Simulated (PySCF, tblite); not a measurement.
# C₈H₁₀PS+: geometry, infrared bands and NMR shifts

Wanted: the infrared bands and NMR shifts of C₈H₁₀PS+ (`C=C[PH+](C=C)c1cccs1`), by calculation.

The runs use tblite 0.8.0 and PySCF 2.14.0, with density-fitted response routines of our own; the level of theory stands in each step. All values are computed, except where a source is named. Atoms count from 0, in the outputs and in this text.

### Step 1. The starting structure

20 atoms, charge 1, multiplicity 1; geometry from: force field or distance geometry start.

Bonds of the start (Å): C0–C1 1.33, C1–P2 1.74, P2–C3 1.76, C3–C4 1.32, P2–C5 1.72, C5–C6 1.38, C6–C7 1.43, C7–C8 1.38, C8–S9 1.72, S9–C5 1.70, C0–H10 1.09, C0–H11 1.09, C1–H12 1.10, P2–H13 1.42, C3–H14 1.10, C4–H15 1.09, C4–H16 1.09, C6–H17 1.08, C7–H18 1.08, C8–H19 1.08.

### Step 2. Optimising the geometry with GFN2-xTB

The job: settings as JSON, then the geometry in Å.

```
{"job": {"kind": "relax", "xc": "GFN2-xTB", "basis": "xTB"}, "charge": 1, "multiplicity": 1}
C     -2.814500    -1.577100     0.373200
C     -1.540700    -1.218100     0.485300
P     -0.708700    -0.201900    -0.654700
C     -1.177400     1.424700    -0.189400
C     -1.174100     2.453200    -1.020600
C      0.964500    -0.332400    -0.268500
C      1.554200     0.067300     0.911300
C      2.963100    -0.181300     0.920500
C      3.385500    -0.763800    -0.261500
S      2.085100    -0.995700    -1.357400
H     -3.429300    -1.225800    -0.459500
H     -3.301100    -2.222000     1.109000
H     -0.987300    -1.607300     1.357000
H     -1.019700    -0.502000    -2.004300
H     -1.486500     1.605800     0.847900
H     -1.467100     3.447900    -0.685300
H     -0.871800     2.337500    -2.061000
H      1.008800     0.506300     1.738100
H      3.621700     0.048100     1.744900
H      4.390200    -1.052600    -0.527900
```

The run is started by

```
$ OMP_NUM_THREADS=1 python probes_run.py task.json out
```

This one command runs all jobs of the session in turn.

**Question.** This job is followed by: GFN2-xTB harmonic vibrations, gas phase; GIAO PBE0/pcSseg-1 NMR shielding, non-relativistic, gas phase. What will the session give for the following? strongest single infrared mode (GFN2-xTB); zero-point energy (GFN2-xTB); 13C shifts against TMS (PBE0/pcSseg-1, means over atoms taken as alike); 1H shifts against TMS (PBE0/pcSseg-1, means over atoms taken as alike); 31P shifts against H3PO4 (PBE0/pcSseg-1); 33S shifts against CS2 (PBE0/pcSseg-1).

**Answer**, as computed:

| quantity | value |
| --- | --- |
| strongest single infrared mode (GFN2-xTB) | 804 cm⁻¹, 128 km/mol |
| zero-point energy (GFN2-xTB) | 92.8 kcal/mol |
| 13C shifts against TMS (PBE0/pcSseg-1, means over atoms taken as alike) | 157.8, 156.4, 149.3, 137.7, 123.0, 115.8 ppm |
| 1H shifts against TMS (PBE0/pcSseg-1, means over atoms taken as alike) | 8.60, 7.98, 7.96, 7.56, 7.26, 7.13, 6.62 ppm |
| 31P shifts against H3PO4 (PBE0/pcSseg-1) | -9.7 ppm |
| 33S shifts against CS2 (PBE0/pcSseg-1) | 279 ppm |

What this shows: Over 293 steps the energy fell by 0.463 eV; of the close pairs, C1–P2 changed most, 1.739 to 1.792 Å. No mode is imaginary among the 54: a minimum at this level. The strongest single mode, at 804 cm⁻¹, moves mainly H13. GFN2-xTB is a fitted tight-binding method: band positions and strengths are rough. Its intensities can rank the bands wrongly. At PBE0/pcSseg-1: The largest span, 335 ppm, is at S9, where the paramagnetic term is -833 ppm. NICS(1)zz of -27 ppm above the planar ring from C5 marks a diatropic (aromatic) ring current. At PBE0/pcSseg-1, counted by nearest atom on the grid, the HOMO lies on C5, C7, C8 about 26 % each; S9 7 %, the LUMO on C0, C4 about 17 % each; C1, C3 about 11 % each.
